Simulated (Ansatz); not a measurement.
# k/cubic: the band gap up the ladder of functionals

The task here is to estimate one member of a computed series from the others.

Code: Ansatz 0.2.0. PAW datasets, plane waves. The calculation is spin-unpolarised, and the structure need not be a phase that has been made.

**The system as given**

The cell was relaxed beforehand with r2SCAN.

It is orthorhombic, Cmmm (No. 65); a = 6.851 Å, b = 9.731 Å, c = 3.454 Å in the conventional setting, 9.60 Å³ an atom. Ti has 8 O at 2.07–2.10 Å; O has 2 Ti at 2.07 Å and 2 Hf at 2.15 Å; O has 4 Ti at 2.10–2.11 Å and 6 O at 2.39–2.40 Å; Ti has 8 O at 2.07–2.11 Å; O has 3 Ti at 2.07–2.10 Å and 1 Hf at 2.16 Å.

As a file:

```xyz
12
Lattice="3.4254 -4.8656 0.0000 3.4254 4.8656 0.0000 0.0000 0.0000 3.4545" Properties=species:S:1:pos:R:3 pbc="T T T"
Ti    0.0000    0.0000    0.0000
O     3.4254    1.2746    1.7272
O     3.4254    3.6725    1.7272
Ti    1.7127   -2.4328    1.7272
O     5.1929   -1.2402    0.0000
O     5.1929    1.2402    0.0000
Ti    1.7127    2.4328    1.7272
O     1.6580   -1.2402    0.0000
O     1.6580    1.2402    0.0000
Hf    3.4254    0.0000    0.0000
O     3.4254   -3.6725    1.7272
O     3.4254   -1.2746    1.7272
```

Set-up of the first run:

Contents of input.yaml:

```yaml
crystal:
  lattice:
    - [3.4254341663, -4.8655633143, 0.0]
    - [3.4254341663, 4.8655633143, 0.0]
    - [0.0, 0.0, 3.4544966915]
  atoms:
    - { symbol: Ti, position: [0.0, 0.0, 0.0] }
    - { symbol: O, position: [0.3690231938, 0.6309768062, 0.5] }
    - { symbol: O, position: [0.1226004547, 0.8773995453, 0.5] }
    - { symbol: Ti, position: [0.5, 0.0, 0.5] }
    - { symbol: O, position: [0.8854422752, 0.6305455902, 0.0] }
    - { symbol: O, position: [0.6305455902, 0.8854422752, 0.0] }
    - { symbol: Ti, position: [0.0, 0.5, 0.5] }
    - { symbol: O, position: [0.3694544098, 0.1145577248, 0.0] }
    - { symbol: O, position: [0.1145577248, 0.3694544098, 0.0] }
    - { symbol: Hf, position: [0.5, 0.5, 0.0] }
    - { symbol: O, position: [0.8773995453, 0.1226004547, 0.5] }
    - { symbol: O, position: [0.6309768062, 0.3690231938, 0.5] }
kpoints:
  mp_grid: { grid: [6, 6, 8] }
  band_path:
    path:
      - [[0.0, 0.0, 0.0], [-0.5, 0.5, -6.153335094925e-19], [-0.3739096135486, 0.6260903864514, -6.153335094925e-19]]
      - [[0.3739096135486, 0.3739096135486, 1.379986296806e-34], [0.0, 0.0, 0.0], [4.120158244307e-36, -2.633161232967e-35, 0.5], [0.3739096135486, 0.3739096135486, 0.5]]
      - [[-0.3739096135486, 0.6260903864514, 0.5], [-0.5, 0.5, 0.5], [-0.5, 0.5, -6.153335094925e-19]]
      - [[0.0, 0.0, 0.0], [-1.738919646848e-17, 0.5, -3.076667547463e-19], [-1.677893699411e-17, 0.5, 0.5], [4.120158244307e-36, -2.633161232967e-35, 0.5], [-0.5, 0.5, 0.5]]
    npoints: 10
hamiltonian:
  xc: pbe
scf:
  occupations: { method: fermi_dirac, width: 0.02 }
  n_extra_bands: 7
output:
  forces: true
  stress: true
  eigenvalues: true
  write_density: true
  write_potential: true
  elf: true
  volumetric_format: npy
```

Among the steps run: PBE bands along the symmetry lines; r2SCAN; HSE06; PBE+SOC at the same geometry; PBE0.

One table of the session follows, with a row left open; its other results are not shown here.

| level | gap (eV) |
| --- | --- |
| PBE | 1.27 |
| r2SCAN | 1.63 |
| HSE06 | 2.74 |
| PBE+SOC | 1.27 |
| PBE0 | ? |

**Question.** Estimate the row for PBE0.

As computed: gap (eV): 3.46. In the column «gap (eV)» it is the highest.

Meshes: PBE 6×6×8, r2SCAN 6×6×8, HSE06 4×4×4, PBE+SOC 6×6×8, PBE0 4×4×4

Against HSE06, PBE is short by 1.47 eV, at 46 % of it, and r2SCAN 59 %. PBE0 lies 0.72 eV above HSE06, which differs from it by screening the long-range exchange.

Caveats from the session: Warnings in the runs' records: stress exchange threshold loose, stress scf threshold loose.
